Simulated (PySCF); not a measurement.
# Cl3Si(SH): electronic excitations and core binding energies

Aim: predict the electronic excitations and core binding energies of Cl3Si(SH) (`S[Si](Cl)(Cl)Cl`).

The runs use PySCF 2.14.0, with density-fitted response routines of our own; the level of theory stands in each step. All values are computed, except where a source is named. Atoms are numbered from 0 throughout.

**1. Starting geometry**

6 atoms, charge 0, multiplicity 1; geometry from: GFN2-xTB.

Bonds of the start (Å): S0–Si1 2.16, Si1–Cl2 2.02, Si1–Cl3 2.01, Si1–Cl4 2.02, S0–H5 1.33.

**2. TDDFT and polarisability: B3LYP/def2-SVPD**

What the job is given:

```
{"job": {"kind": "uv", "xc": "B3LYP", "basis": "def2-SVPD", "nstates": 8, "ntriplets": 3}, "charge": 0, "multiplicity": 1}
S      1.426863    -0.536761    -0.877625
Si    -0.469668     0.014782    -0.003472
Cl    -0.573714     2.020041     0.216631
Cl    -1.894713    -0.637787    -1.254736
Cl    -0.669440    -0.839381     1.816007
H      2.183794    -0.018903     0.081620
```

With the program's defaults for keys left out, this is: TDDFT B3LYP/def2-SVPD, vertical, gas phase, core orbitals frozen in the response.

The program printed:

```text
coarse grid: 8744 points
cycle   1  E = -2068.2579088852  dE =  5.890e-01  |g| = 4.100e-01  |ddm| = 3.254e+00
cycle   2  E = -2068.2095225058  dE =  4.839e-02  |g| = 5.888e-01  |ddm| = 1.689e+00
cycle   3  E = -2068.3065877425  dE = -9.707e-02  |g| = 6.201e-02  |ddm| = 9.456e-01
cycle   4  E = -2068.3077046073  dE = -1.117e-03  |g| = 1.389e-02  |ddm| = 9.861e-02
cycle   5  E = -2068.3077614443  dE = -5.684e-05  |g| = 3.143e-03  |ddm| = 2.572e-02
cycle   6  E = -2068.3077644821  dE = -3.038e-06  |g| = 8.740e-04  |ddm| = 5.316e-03
final grid: 64288 points
cycle   7  E = -2068.5143819037  dE = -4.893e-06  |g| = 3.300e-03  |ddm| = 3.475e-02
cycle   8  E = -2068.5143810792  dE =  8.245e-07  |g| = 3.627e-03  |ddm| = 1.008e-02
cycle   9  E = -2068.5143845366  dE = -3.457e-06  |g| = 5.762e-04  |ddm| = 5.826e-03
cycle  10  E = -2068.5143846360  dE = -9.931e-08  |g| = 7.507e-05  |ddm| = 8.745e-04
cycle  11  E = -2068.5143846376  dE = -1.652e-09  |g| = 2.584e-05  |ddm| = 1.523e-04
cycle  12  E = -2068.5143846378  dE = -2.196e-10  |g| = 2.102e-06  |ddm| = 4.327e-05
converged SCF energy = -2068.5143846378

Static polarisability (au): isotropic 85.383, principal 83.097 83.447 89.606

Singlet excitations
state   eV       nm        f      main configurations
  1   5.6393    219.9   0.00747   H->L 0.92
  2   6.2017    199.9   0.00781   H->L+1 0.92
  3   6.8255    181.6   0.01367   H->L+2 0.51, H->L+3 0.47
  4   6.9476    178.5   0.00806   H->L+3 0.48, H->L+2 0.48
  5   7.0614    175.6   0.00068   H->L+4 0.64, H-1->L 0.32
  6   7.1582    173.2   0.00121   H-2->L 0.98
  7   7.4761    165.8   0.17291   H-1->L 0.52, H->L+4 0.21, H-3->L 0.16
  8   7.6392    162.3   0.01966   H-4->L 0.94

Triplet excitations (Tamm-Dancoff, eV): 5.2710 5.8168 6.5127
```

It took 11 s on 1 thread, shared host.

Frontier orbitals and where they lie:

```
orbital     eV                         atoms
 HOMO−3  -9.73  Cl3 62 %, Cl2 14 %, Cl4 13 %
 HOMO−2  -9.27  Cl4 37 %, Cl2 37 %, Cl3 25 %
 HOMO−1  -9.26   S0 42 %, Cl2 22 %, Cl4 22 %
   HOMO  -7.80      S0 76 %, H5 6 %, Cl4 6 %
   LUMO  -1.07   S0 24 %, Si1 20 %, Cl2 19 %
 LUMO+1  -0.43    S0 37 %, H5 22 %, Si1 16 %
 LUMO+2   0.07   S0 28 %, Si1 24 %, Cl3 17 %
```

With each of the 8 states as a Gaussian band of 0.4 eV half-width at 1/e, the curve within the window shown has maxima at 166 nm (ε 7,800) L/(mol cm). Beyond the last state computed it falls off for lack of states. The curve at chosen wavelengths:

```csv
nm,ε (L/mol/cm)
156,2288
160,5279
163,7218
167,7623
170,6322
174,3970
177,2595
181,1518
184,1078
188,727
192,535
195,464
199,422
202,406
206,390
209,382
213,375
217,363
220,344
224,300
227,256
231,192
234,146
238,94
241,64
245,36
```

Further results of this job:

```
           property  computed
  dipole moment (D)      0.72
polarisability (Å³)     12.65
 HOMO–LUMO gap (eV)      6.73
      −ε(HOMO) (eV)      7.80
```

**3. X-ray photoelectron lines: SCAN, X2C**

Settings changed since step 2:

```diff
@@ -1,2 +1,2 @@
-{"job": {"kind": "uv", "xc": "B3LYP", "basis": "def2-SVPD", "nstates": 8, "ntriplets": 3}, "charge": 0, "multiplicity": 1}
+{"job": {"kind": "xps"}, "charge": 0, "multiplicity": 1}
 S      1.426863    -0.536761    -0.877625
```

Method: delta-SCF UKS SCAN, pcX-2 on the ionised atom, pcseg-1 elsewhere, spin-free X2C.

The program printed:

```text
ground state, core basis on atom 0 (S), 137 functions
  cycle   1  E = -2074.55534766  |g| = 4.14e-01
  cycle   2  E = -2074.50572254  |g| = 5.90e-01
  cycle   3  E = -2074.60416538  |g| = 8.77e-02
  cycle   4  E = -2074.60628088  |g| = 2.14e-02
  cycle   5  E = -2074.60639969  |g| = 5.30e-03
  cycle   6  E = -2074.60640554  |g| = 1.31e-03
  cycle   7  E = -2074.60640631  |g| = 2.14e-04
  E(ground) = -2074.65203711 Eh
hole in S 1s of atom 0
  cycle   1  E = -1982.34102063  |g| = 5.08e+00
  cycle   2  E = -1980.88142991  |g| = 2.54e+00
  cycle   3  E = -1976.88859133  |g| = 2.49e+00
  cycle   4  E = -1983.44215898  |g| = 4.28e-01
  cycle   5  E = -1983.39403769  |g| = 5.33e-01
  cycle   6  E = -1983.55661746  |g| = 4.49e-02
  cycle   7  E = -1983.55742362  |g| = 2.46e-02
  cycle   8  E = -1983.55775080  |g| = 3.88e-03
  cycle   9  E = -1983.55775922  |g| = 1.16e-03
  cycle  10  E = -1983.55776209  |g| = 4.42e-04
  E(ion) = -1983.59380476 Eh   <S^2> = 0.7514   hole on atom = 1.000   binding energy = 2477.821 eV
hole in S 2p of atom 0
  cycle   1  E = -2067.89961926  |g| = 1.52e+00
  cycle   2  E = -2066.16862366  |g| = 1.76e+00
  cycle   3  E = -2067.96150235  |g| = 7.04e-01
  cycle   4  E = -2068.33658147  |g| = 9.56e-02
  cycle   5  E = -2068.34152088  |g| = 4.12e-02
  cycle   6  E = -2068.34222135  |g| = 1.76e-02
  cycle   7  E = -2068.34238912  |g| = 5.61e-03
  cycle   8  E = -2068.34241030  |g| = 2.37e-03
  cycle   9  E = -2068.34241240  |g| = 5.20e-04
  cycle  10  E = -2068.34241272  |g| = 3.92e-04
  E(ion) = -2068.39317361 Eh   <S^2> = 0.7529   hole on atom = 1.001   binding energy = 170.312 eV
  2p3/2 = 170.064 eV   2p1/2 = 171.310 eV
ground state, core basis on atom 1 (Si), 137 functions
  cycle   1  E = -2074.56550301  |g| = 2.92e-01
  cycle   2  E = -2074.56477504  |g| = 7.97e-02
  cycle   3  E = -2074.56357965  |g| = 9.83e-02
  cycle   4  E = -2074.56616423  |g| = 1.07e-02
  cycle   5  E = -2074.56619088  |g| = 3.02e-03
  cycle   6  E = -2074.56619449  |g| = 2.22e-04
  E(ground) = -2074.58441391 Eh
hole in Si 1s of atom 1
  cycle   1  E = -2005.50670433  |g| = 4.35e+00
  cycle   2  E = -2004.39894178  |g| = 2.75e+00
  cycle   3  E = -2004.90233272  |g| = 1.57e+00
  cycle   4  E = -2006.45645551  |g| = 4.65e-01
  cycle   5  E = -2006.57366024  |g| = 8.11e-02
  cycle   6  E = -2006.57514941  |g| = 4.51e-02
  cycle   7  E = -2006.57642471  |g| = 1.44e-02
  cycle   8  E = -2006.57656268  |g| = 4.08e-03
  cycle   9  E = -2006.57657272  |g| = 1.70e-03
  cycle  10  E = -2006.57657395  |g| = 8.67e-04
  cycle  11  E = -2006.57657365  |g| = 2.74e-04
  E(ion) = -2006.59860302 Eh   <S^2> = 0.7524   hole on atom = 1.000   binding energy = 1849.988 eV
hole in Si 2p of atom 1
  cycle   1  E = -2070.17585820  |g| = 1.26e+00
  cycle   2  E = -2069.18331223  |g| = 1.79e+00
  cycle   3  E = -2070.34228128  |g| = 5.39e-01
  cycle   4  E = -2070.50619421  |g| = 1.34e-01
  cycle   5  E = -2070.51580207  |g| = 2.32e-02
  cycle   6  E = -2070.51599083  |g| = 1.48e-02
  cycle   7  E = -2070.51615899  |g| = 2.33e-03
  cycle   8  E = -2070.51616001  |g| = 6.88e-04
  cycle   9  E = -2070.51615987  |g| = 2.85e-04
  E(ion) = -2070.54170003 Eh   <S^2> = 0.7522   hole on atom = 1.003   binding energy = 110.008 eV
  2p3/2 = 109.818 eV   2p1/2 = 110.443 eV
ground state, core basis on atom 2 (Cl), 137 functions
  cycle   1  E = -2074.64566789  |g| = 4.85e-01
  cycle   2  E = -2074.64552277  |g| = 5.71e-02
  cycle   3  E = -2074.64468207  |g| = 7.30e-02
  cycle   4  E = -2074.64614648  |g| = 1.15e-02
  cycle   5  E = -2074.64617980  |g| = 2.18e-03
  cycle   6  E = -2074.64617660  |g| = 2.63e-04
  E(ground) = -2074.68945884 Eh
hole in Cl 1s of atom 2
  cycle   1  E = -1969.41439843  |g| = 5.47e+00
  cycle   2  E = -1969.28114970  |g| = 2.36e+00
  cycle   3  E = -1969.84223377  |g| = 1.15e+00
  cycle   4  E = -1970.60759834  |g| = 3.01e-01
  cycle   5  E = -1970.64587221  |g| = 1.69e-01
  cycle   6  E = -1970.66153119  |g| = 4.64e-02
  cycle   7  E = -1970.66259523  |g| = 1.58e-02
  cycle   8  E = -1970.66272804  |g| = 4.05e-03
  cycle   9  E = -1970.66273737  |g| = 1.69e-03
  cycle  10  E = -1970.66274125  |g| = 2.99e-04
  E(ion) = -1970.71314771 Eh   <S^2> = 0.7520   hole on atom = 1.000   binding energy = 2829.340 eV
hole in Cl 2p of atom 2
  cycle   1  E = -2066.55020329  |g| = 1.70e+00
  cycle   2  E = -2066.11486483  |g| = 1.49e+00
  cycle   3  E = -2066.82568689  |g| = 5.13e-01
  cycle   4  E = -2066.99436046  |g| = 2.00e-01
  cycle   5  E = -2067.01532839  |g| = 7.59e-02
  cycle   6  E = -2067.01811290  |g| = 2.06e-02
  cycle   7  E = -2067.01832041  |g| = 7.32e-03
  cycle   8  E = -2067.01835356  |g| = 2.37e-03
  cycle   9  E = -2067.01835724  |g| = 4.30e-04
  E(ion) = -2067.06944009 Eh   <S^2> = 0.7519   hole on atom = 1.001   binding energy = 207.351 eV
  2p3/2 = 206.763 eV   2p1/2 = 208.417 eV
```

Wall time 18 s (1 thread, shared host).

Binding energies by hole, beside the orbital energy of the ground state; the difference holds orbital relaxation and, for a density functional, its self-interaction error:

```
       hole     stands for                environment  ΔSCF (eV; 2p as the shell's mean)  −ε (eV)   ⟨S²⟩
  S1s on S0             S0     sulfur bonded to Si, H                            2477.82   2415.7  0.751
  S2p on S0             S0     sulfur bonded to Si, H                             170.48    158.8  0.753
Si1s on Si1            Si1  silicon bonded to 3 Cl, S                            1849.99   1797.0  0.752
Si2p on Si1            Si1  silicon bonded to 3 Cl, S                             110.03     99.6  0.752
Cl1s on Cl2  Cl2, Cl3, Cl4      chlorine bonded to Si                            2829.34   2764.5  0.752
Cl2p on Cl2  Cl2, Cl3, Cl4      chlorine bonded to Si                             207.31    194.3  0.752
```

Each hole run stands for the others of its class of like atoms.

With the spin-orbit splitting: S0 2p3/2 170.06, 2p1/2 171.31 eV; Si1 2p3/2 109.82, 2p1/2 110.44 eV; Cl2 2p3/2 206.76, 2p1/2 208.42 eV. The table gives each 2p level as the mean over the whole 2p shell (two parts 2p3/2, one part 2p1/2), which differs a little from the single hole in the log.

**4. Results**

| quantity | value |
| --- | --- |
| lowest singlet (B3LYP/def2-SVPD) | 5.64 eV (220 nm), f = 0.007 |
| brightest single state of those computed | state 7, 7.48 eV, f = 0.173 |
| lowest triplet | 5.27 eV |
| S1s binding energies, SCAN/pcX-2 | S0 2477.82 eV |
| S2p binding energies, SCAN/pcX-2 | S0 170.48 eV |
| Si1s binding energies, SCAN/pcX-2 | Si1 1849.99 eV |
| Si2p binding energies, SCAN/pcX-2 | Si1 110.03 eV |
| Cl1s binding energies, SCAN/pcX-2 | Cl2 2829.34 eV |
| Cl2p binding energies, SCAN/pcX-2 | Cl2 207.31 eV |

**Reading.** The lowest singlet, at 5.64 eV, is HOMO→LUMO 0.92 and is weak; of the 8 states computed, the strongest absorption comes from state 7 at 7.48 eV. The lowest triplet lies 0.37 eV below the lowest singlet (triplets in Tamm-Dancoff, singlets in full TDDFT).
